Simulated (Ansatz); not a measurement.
**CH8OSi3: one species, many methods**

One table from this session's results is given with a row withheld; the runs are named, their logs left out.

Program: Ansatz 0.2.0, Gaussian basis. Level of theory: functionals in def2-TZVPP, the program's frozen cores in correlated methods. These are calculated values, not measurements.

Levels to be run: PBE-D4, r2SCAN-D4, PBE0-D4, B3LYP-D4, ωB97X-V, ωB97M-V, B2PLYP; CCSD(T)/def2-TZVPP; MP2/def2-QZVPP; extrapolation to the limit.

**The geometry**

An earlier PBE0-D4 in a triple-zeta def2 set relaxation fixed the geometry.

13 atoms, charge 0, spin multiplicity 1.

Atoms are counted from 1 here; the program's logs count them from 0.

Bond lengths: Si1–Si2 2.334 Å, Si1–H6 1.488 Å, Si1–H7 1.488 Å, Si1–H8 1.489 Å, Si2–C3 1.936 Å, Si2–Si5 2.324 Å, Si2–H9 1.490 Å, C3–O4 1.443 Å, C3–H10 1.094 Å, C3–H11 1.094 Å, O4–Si5 1.673 Å, Si5–H12 1.490 Å, Si5–H13 1.489 Å. Angles: Si2–Si1–H6 110.3°, Si2–Si1–H7 109.0°, Si2–Si1–H8 111.3°, H6–Si1–H7 108.9°, H6–Si1–H8 108.6°, H7–Si1–H8 108.7°, Si1–Si2–C3 115.0°, Si1–Si2–Si5 119.2°, Si1–Si2–H9 111.3°, C3–Si2–Si5 71.3°, C3–Si2–H9 114.6°, Si5–Si2–H9 119.7°, Si2–C3–O4 101.3°, Si2–C3–H10 113.2°, Si2–C3–H11 114.8°, O4–C3–H10 109.9°, O4–C3–H11 109.3°, H10–C3–H11 108.1° and more.

The first run:

Contents of in.yaml:

```yaml
crystal:
  periodic: [false, false, false]
  atoms:
    - {symbol: Si, position_ang: [-2.172546, 0.624647, -0.302643]}
    - {symbol: Si, position_ang: [-0.292785, -0.387319, 0.641110]}
    - {symbol: C, position_ang: [0.900903, -1.239637, -0.622933]}
    - {symbol: O, position_ang: [2.046380, -0.364490, -0.563605]}
    - {symbol: Si, position_ang: [1.732049, 0.754010, 0.640000]}
    - {symbol: H, position_ang: [-2.825554, 1.524985, 0.685155]}
    - {symbol: H, position_ang: [-1.749137, 1.428032, -1.480798]}
    - {symbol: H, position_ang: [-3.165157, -0.390230, -0.750400]}
    - {symbol: H, position_ang: [-0.663451, -1.233590, 1.810734]}
    - {symbol: H, position_ang: [1.189804, -2.253097, -0.327837]}
    - {symbol: H, position_ang: [0.528828, -1.278787, -1.650474]}
    - {symbol: H, position_ang: [2.662001, 0.628303, 1.797173]}
    - {symbol: H, position_ang: [1.828963, 2.152572, 0.139316]}
basis:
  gaussian: {orbitals: def2-TZVPP}
hamiltonian: {xc: pbe, dispersion: d4}
output: {forces: true, orbitals: {seedname: orbitals}}
```

Command:

```bash
$ ansatz run in.yaml --threads 4 --pin off --events-out ev --progress --plain --max-ram 10444MiB
```

Steps of the session up to this table: PBE-D4 (GGA); r2SCAN-D4 (meta-GGA); PBE0-D4 (hybrid); B3LYP-D4 (hybrid); ωB97X-V (range-separated); ωB97M-V (range-separated); B2PLYP (double hybrid); CCSD(T) in def2-TZVPP; MP2 in def2-QZVPP.

One of the session's tables, all rows but one given; the rest of the session is left out.

It belongs to the step «Atomisation energies». 

| method | atomisation energy (kJ/mol) |
| --- | --- |
| PBE-D4 | 4306.6 |
| r2SCAN-D4 | 4298.2 |
| PBE0-D4 | 4264.5 |
| B3LYP-D4 | 4279.4 |
| ωB97X-V | 4329.9 |
| ωB97M-V | ? |
| B2PLYP | 4222.1 |
| HF/def2-TZVPP | 3155.5 |
| MP2/def2-TZVPP | 4193.5 |
| CCSD/def2-TZVPP | 4121.5 |
| CCSD(T)/def2-TZVPP | 4177.1 |
| MP2/CBS | 4312.5 |
| CCSD(T)/CBS | 4296.0 |

Q: Estimate the row for ωB97M-V from the others.

The run gave: atomisation energy (kJ/mol): 4294.4. In the column «atomisation energy (kJ/mol)» it lies between B3LYP-D4 (4279.4) and CCSD(T)/CBS (4296.0).

Caveats from the session: Free atoms (3 Si, 1 C, 1 O, 8 H) were run apart at each level; the atomisation energy is their sum less the molecule, without zero-point or spin-orbit terms.
